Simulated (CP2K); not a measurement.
# Hf (P6_3/mmc) in CP2K: reference runs

Aim: a first look at Hf with PBEsol, on the cell as given and on a disturbed one.

All numbers are computed with CP2K 2026.2; they aren't measurements. Logs are shortened: lines on timing, memory, paths and dates and some standing lists are left out, and cuts for length are marked.

**1. The structure**

Symmetry: P6_3/mmc, No. 194, hexagonal system. The conventional cell has a = 3.197 Å, b = 3.197 Å, c = 5.058 Å, α = 90.00°, β = 90.00°, γ = 120.00°. Hf (site symmetry -6m2) is surrounded by 12 Hf at 3.13 to 3.20 Å.

**2. Single point, PBEsol**

Contents of hf_scf.inp:

```
&GLOBAL
  PROJECT hf_scf
  RUN_TYPE ENERGY_FORCE
  PRINT_LEVEL LOW
&END GLOBAL
&FORCE_EVAL
  METHOD QS
  STRESS_TENSOR ANALYTICAL
  &DFT
    BASIS_SET_FILE_NAME BASIS_MOLOPT_UZH
    POTENTIAL_FILE_NAME POTENTIAL_UZH
    &MGRID
      CUTOFF 450
      REL_CUTOFF 60
      NGRIDS 5
    &END MGRID
    &QS
      METHOD GPW
      EPS_DEFAULT 1.0E-10
    &END QS
    &KPOINTS
      SCHEME MONKHORST-PACK 10 10 5
      GAMMA_CENTERED T
      SYMMETRY T
      SYMMETRY_BACKEND SPGLIB
    &END KPOINTS
    &SCF
      SCF_GUESS ATOMIC
      EPS_SCF 1.0E-6
      MAX_SCF 100
      ADDED_MOS 16
      CHOLESKY OFF
      EPS_EIGVAL 1.0E-7
      &DIAGONALIZATION ON
        ALGORITHM STANDARD
      &END DIAGONALIZATION
      &MIXING ON
        METHOD BROYDEN_MIXING
        ALPHA 0.4
        BETA 1.5
        NBUFFER 8
      &END MIXING
      &SMEAR ON
        METHOD FERMI_DIRAC
        ELECTRONIC_TEMPERATURE [K] 580.226
      &END SMEAR
    &END SCF
    &XC
      &XC_FUNCTIONAL
        &GGA_X_PBE_SOL
        &END GGA_X_PBE_SOL
        &GGA_C_PBE_SOL
        &END GGA_C_PBE_SOL
      &END XC_FUNCTIONAL
    &END XC
    &PRINT
      &KPOINTS ON
      &END KPOINTS
      &MULLIKEN ON
      &END MULLIKEN
      &MO ON
        ENERGIES T
        OCCUPATION_NUMBERS T
        &EACH
          QS_SCF 0
        &END EACH
        ADD_LAST NUMERIC
      &END MO
      &LOWDIN ON
      &END LOWDIN
      &HIRSHFELD ON
        SHAPE_FUNCTION DENSITY
      &END HIRSHFELD
    &END PRINT
  &END DFT
  &SUBSYS
    &CELL
      ABC 3.1967000000 3.1967000000 5.0578000000
      ALPHA_BETA_GAMMA 90.0000000000 90.0000000000 119.9999999998
      PERIODIC XYZ
    &END CELL
    &COORD
      SCALED
      Hf  0.6666666667 0.3333333333 0.7500000000
      Hf  0.3333333333 0.6666666667 0.2500000000
    &END COORD
    &KIND Hf
      BASIS_SET TZVP-MOLOPT-PBE-GTH-q12
      POTENTIAL GTH-PBE-q12
    &END KIND
    &PRINT
      &ATOMIC_COORDINATES ON
      &END ATOMIC_COORDINATES
      &CELL ON
      &END CELL
      &SYMMETRY ON
      &END SYMMETRY
    &END PRINT
  &END SUBSYS
  &PRINT
    &FORCES ON
    &END FORCES
    &STRESS_TENSOR ON
    &END STRESS_TENSOR
  &END PRINT
&END FORCE_EVAL
```

Potentials or basis: POTENTIAL_UZH Hf GTH-PBE-q12; TZVP-MOLOPT-PBE-GTH basis.

The run is started by

```console
> OMP_NUM_THREADS=1 cp2k.psmp -i hf_scf.inp -o hf_scf.out
```

hf_scf.out:

```text

 CP2K| version string:                                       CP2K version 2026.2
 CP2K| Input file name                                                hf_scf.inp

 GLOBAL| Force Environment number                                              1
 GLOBAL| Basis set file name                                    BASIS_MOLOPT_UZH
 GLOBAL| Potential file name                                       POTENTIAL_UZH
 GLOBAL| MM Potential file name                                     MM_POTENTIAL
 GLOBAL| Coordinate file name                                      __STD_INPUT__
 GLOBAL| Method name                                                        CP2K
 GLOBAL| Project name                                                     hf_scf
 GLOBAL| Run type                                                   ENERGY_FORCE
 GLOBAL| FFT library                                                       FFTW3
[... 8 lines left out ...]
 GLOBAL| CPU model name                                                  UNKNOWN

 CELL| Volume [angstrom^3]:                                            44.760615
 CELL| Vector a [angstrom]:       3.197     0.000     0.000   |a| =     3.196700
 CELL| Vector b [angstrom]:      -1.598     2.768     0.000   |b| =     3.196700
 CELL| Vector c [angstrom]:       0.000     0.000     5.058   |c| =     5.057800
 CELL| Angle (b,c), alpha [degree]:                                    90.000000
 CELL| Angle (a,c), beta  [degree]:                                    90.000000
 CELL| Angle (a,b), gamma [degree]:                                   120.000000
 CELL| Numerically orthorhombic:                                              NO
 CELL| Periodicity                                                           XYZ

 CELL_REF| Volume [angstrom^3]:                                        44.760615
 CELL_REF| Vector a [angstrom     3.197     0.000     0.000   |a| =     3.196700
 CELL_REF| Vector b [angstrom    -1.598     2.768     0.000   |b| =     3.196700
 CELL_REF| Vector c [angstrom     0.000     0.000     5.058   |c| =     5.057800
 CELL_REF| Angle (b,c), alpha [degree]:                                90.000000
 CELL_REF| Angle (a,c), beta  [degree]:                                90.000000
 CELL_REF| Angle (a,b), gamma [degree]:                               120.000000
 CELL_REF| Numerically orthorhombic:                                          NO
 CELL_REF| Periodicity                                                       XYZ

[... 8 lines left out ...]
 TOTAL NUMBERS AND MAXIMUM NUMBERS

  Total number of            - Atomic kinds:                                   1
                             - Atoms:                                          2
                             - Shell sets:                                     2
                             - Shells:                                        22
                             - Primitive Cartesian functions:                 10
                             - Cartesian basis functions:                     82
                             - Spherical basis functions:                     70

  Maximum angular momentum of- Orbital basis functions:                        3
                             - Local part of the GTH pseudopotential:          2
                             - Non-local part of the GTH pseudopotential:      4

 MODULE QUICKSTEP: ATOMIC COORDINATES IN ANGSTROM

[... 119 lines left out ...]
  Core density on regular grids:               23.9999999970       -0.0000000030
  Total charge density on r-space grids:       -0.0000000039
  Total charge density g-space grids:          -0.0000000039

  Overlap energy of the core charge distribution:               0.00000000001679
  Self energy of the core charge distribution:               -144.80688172598337
  Core Hamiltonian energy:                                     30.44300905105287
  Hartree energy:                                              27.89493108470962
  Exchange-correlation energy:                                -11.96270309746205
  Electronic entropic energy:                                  -0.00040912145753
  Fermi energy:                                                 0.37852214446203

  Total energy:                                               -98.43205380916505
  Total energy (extrapolated to T->0):                        -98.43184924843629

 MO| EIGENVALUES AND OCCUPATION NUMBERS FOR K POINT 1
 MO|
 MO|  Index      Eigenvalue [a.u.]        Eigenvalue [eV]             Occupation
 MO|      1              -1.853981             -50.449377               2.000000
 MO|      2              -1.853798             -50.444412               2.000000
 MO|      3              -0.749752             -20.401790               2.000000
 MO|      4              -0.748346             -20.363519               2.000000
 MO|      5              -0.738337             -20.091165               2.000000
 MO|      6              -0.735530             -20.014797               2.000000
[... 462 lines left out ...]
 MO|     27               1.041782              28.348329               0.000000
 MO|     28               1.104077              30.043453               0.000000
 MO| Sum:                                                              24.000143
 MO| E(Fermi):            0.378522 a.u.         10.300111 eV

 [... the levels of further k-points ...]

 !-----------------------------------------------------------------------------!
                     Mulliken Population Analysis

 #  Atom  Element  Kind  Atomic population                           Net charge
       1     Hf       1         12.000000                              0.000000
       2     Hf       1         12.000000                             -0.000000
 # Total charge                             24.000000                 -0.000000

 !-----------------------------------------------------------------------------!

 !-----------------------------------------------------------------------------!
                           Hirshfeld Charges

  #Atom  Element  Kind  Ref Charge     Population                    Net charge
      1       Hf     1      12.000         12.000                         0.000
      2       Hf     1      12.000         12.000                         0.000

  Total Charge                                                            0.000
 !-----------------------------------------------------------------------------!

 LOWDIN POPULATION ANALYSIS

 #  Atom  Element  Kind  Atomic population                           Net charge
       1     Hf       1         12.000000                              0.000000
       2     Hf       1         12.000000                              0.000000
 # Total charge                             24.000000                  0.000000

 ENERGY| Total FORCE_EVAL ( QS ) energy [hartree]            -98.432054564218674

 FORCES| Atomic forces [hartree/bohr]
 FORCES|   Atom     x               y               z               |f|
 FORCES|      1  4.92354138E-09 -1.94643084E-09  9.29624669E-10   5.37531904E-09
 FORCES|      2 -4.93065824E-09  1.94470721E-09 -9.29368288E-10   5.38117109E-09
 FORCES| Sum    -7.11686423E-12 -1.72362759E-12  2.56380446E-13
 FORCES| Total atomic force                                       7.32709898E-12

 STRESS| Analytical stress tensor [bar]
 STRESS|                        x                   y                   z
 STRESS|      x       -2.74637752522E+04   5.31504245121E-01  -2.40103985996E-07
 STRESS|      y        5.31504245121E-01  -2.74631603071E+04   3.70697159915E-08
 STRESS|      z       -2.40103985996E-07   3.70697159915E-08  -3.18541076897E+04
 STRESS| 1/3 Trace                                            -2.89270144163E+04
 STRESS| Determinant                                          -2.40257078704E+13

 STRESS| Eigenvectors and eigenvalues of the analytical stress tensor [bar]
 STRESS|                        1                   2                   3
 STRESS| Eigenvalues  -3.18541076897E+04  -2.74640818123E+04  -2.74628537469E+04
 STRESS|      x           0.000000000055      0.866239869132      0.499628351002
 STRESS|      y          -0.000000000008     -0.499628351002      0.866239869132
 STRESS|      z           1.000000000000     -0.000000000052     -0.000000000020
```

Wall time 62 s (1 thread of Arm Neoverse V2, shared host); peak memory 0.37 GiB.

Results:

```yaml
Free_energy: -2678.4724 eV
Pressure: -2.9 GPa
Band_gap_on_the_k_mesh: none (metal or under the smearing width)
```

Caveat: the potentials were made for another functional, which shifts forces and pressure; the basis of atomic orbitals isn't converged, which shifts pressures, moduli and gaps. The run has no spin-orbit coupling, so splittings on Hf are missing.

**3. Single point, PBEsol (atoms moved at random, drawn with an rms of 0.05 Å)**

hf_scf.inp, as its differences from that of step 2:

```diff
@@ -14,3 +14,3 @@
       REL_CUTOFF 60
-      NGRIDS 5
+      NGRIDS 4
     &END MGRID
@@ -77,4 +77,5 @@
     &CELL
-      ABC 3.1967000000 3.1967000000 5.0578000000
-      ALPHA_BETA_GAMMA 90.0000000000 90.0000000000 119.9999999998
+      A 3.1967000000 0.0000000000 0.0000000000
+      B -1.5983500000 2.7684234083 0.0000000000
+      C 0.0000000000 0.0000000000 5.0578000000
       PERIODIC XYZ
@@ -83,4 +84,4 @@
       SCALED
-      Hf  0.6666666667 0.3333333333 0.7500000000
-      Hf  0.3333333333 0.6666666667 0.2500000000
+      Hf  0.6707990000 0.3463000000 0.7545060000
+      Hf  0.3256540000 0.6728700000 0.2466750000
     &END COORD
@@ -95,4 +96,2 @@
       &END CELL
-      &SYMMETRY ON
-      &END SYMMETRY
     &END PRINT
```

Potentials or basis: POTENTIAL_UZH Hf GTH-PBE-q12; TZVP-MOLOPT-PBE-GTH basis.

The run is started by

```console
> OMP_NUM_THREADS=1 cp2k.psmp -i hf_scf.inp -o hf_scf.out
```

hf_scf.out:

```text

 CP2K| version string:                                       CP2K version 2026.2
 CP2K| Input file name                                                hf_scf.inp

 GLOBAL| Force Environment number                                              1
 GLOBAL| Basis set file name                                    BASIS_MOLOPT_UZH
 GLOBAL| Potential file name                                       POTENTIAL_UZH
 GLOBAL| MM Potential file name                                     MM_POTENTIAL
 GLOBAL| Coordinate file name                                      __STD_INPUT__
 GLOBAL| Method name                                                        CP2K
 GLOBAL| Project name                                                     hf_scf
 GLOBAL| Run type                                                   ENERGY_FORCE
 GLOBAL| FFT library                                                       FFTW3
[... 8 lines left out ...]
 GLOBAL| CPU model name                                                  UNKNOWN

 CELL| Volume [angstrom^3]:                                            44.760615
 CELL| Vector a [angstrom]:       3.197     0.000     0.000   |a| =     3.196700
 CELL| Vector b [angstrom]:      -1.598     2.768     0.000   |b| =     3.196700
 CELL| Vector c [angstrom]:       0.000     0.000     5.058   |c| =     5.057800
 CELL| Angle (b,c), alpha [degree]:                                    90.000000
 CELL| Angle (a,c), beta  [degree]:                                    90.000000
 CELL| Angle (a,b), gamma [degree]:                                   120.000000
 CELL| Numerically orthorhombic:                                              NO
 CELL| Periodicity                                                           XYZ

 CELL_REF| Volume [angstrom^3]:                                        44.760615
[... 647 lines left out ...]

 !-----------------------------------------------------------------------------!

 !-----------------------------------------------------------------------------!
                           Hirshfeld Charges

  #Atom  Element  Kind  Ref Charge     Population                    Net charge
      1       Hf     1      12.000         12.000                        -0.000
      2       Hf     1      12.000         11.999                         0.001

  Total Charge                                                            0.000
 !-----------------------------------------------------------------------------!

 LOWDIN POPULATION ANALYSIS

 #  Atom  Element  Kind  Atomic population                           Net charge
       1     Hf       1         12.000001                             -0.000001
       2     Hf       1         11.999999                              0.000001
 # Total charge                             24.000000                 -0.000000

 ENERGY| Total FORCE_EVAL ( QS ) energy [hartree]            -98.431911742880459

 FORCES| Atomic forces [hartree/bohr]
 FORCES|   Atom     x               y               z               |f|
 FORCES|      1 -1.17710421E-03 -7.96820091E-04 -2.75047632E-03   3.09606469E-03
 FORCES|      2  1.27769080E-03  9.36893888E-04  2.61994627E-03   3.06176133E-03
 FORCES| Sum     1.00586587E-04  1.40073798E-04 -1.30530041E-04
 FORCES| Total atomic force                                       2.16278575E-04

 STRESS| Analytical stress tensor [bar]
 STRESS|                        x                   y                   z
 STRESS|      x       -2.54368919837E+04   2.53412896355E+03   4.97403543225E+02
 STRESS|      y        2.53412896355E+03  -2.89385826173E+04   3.42188556673E+02
 STRESS|      z        4.97403543225E+02   3.42188556673E+02  -3.01511238818E+04
 STRESS| 1/3 Trace                                            -2.81755328276E+04
 STRESS| Determinant                                          -2.19898458349E+13

 STRESS| Eigenvectors and eigenvalues of the analytical stress tensor [bar]
 STRESS|                        1                   2                   3
 STRESS| Eigenvalues  -3.03161981307E+04  -3.01616942911E+04  -2.40487060609E+04
 STRESS|      x          -0.337522243789     -0.332095399411      0.880790202396
 STRESS|      y           0.759128265257      0.457247200756      0.463302573152
 STRESS|      z          -0.556599507578      0.825007662444      0.097771903289
```

It took 1.8 min on 1 thread of Arm Neoverse V2, shared host; peak memory 0.44 GiB.

What came out:

```
Free energy            : -2678.4685 eV
Pressure               : -2.8 GPa
Largest force          : 0.159 eV/Å
Band gap on the k mesh : none (metal or under the smearing width)
```

Forces on the atoms (eV/Å):
```
Hf  -0.061 -0.041 -0.141
Hf   0.066  0.048  0.135
```

Caveat: the potentials were made for another functional, which shifts forces and pressure; the basis of atomic orbitals isn't converged, which shifts pressures, moduli and gaps.
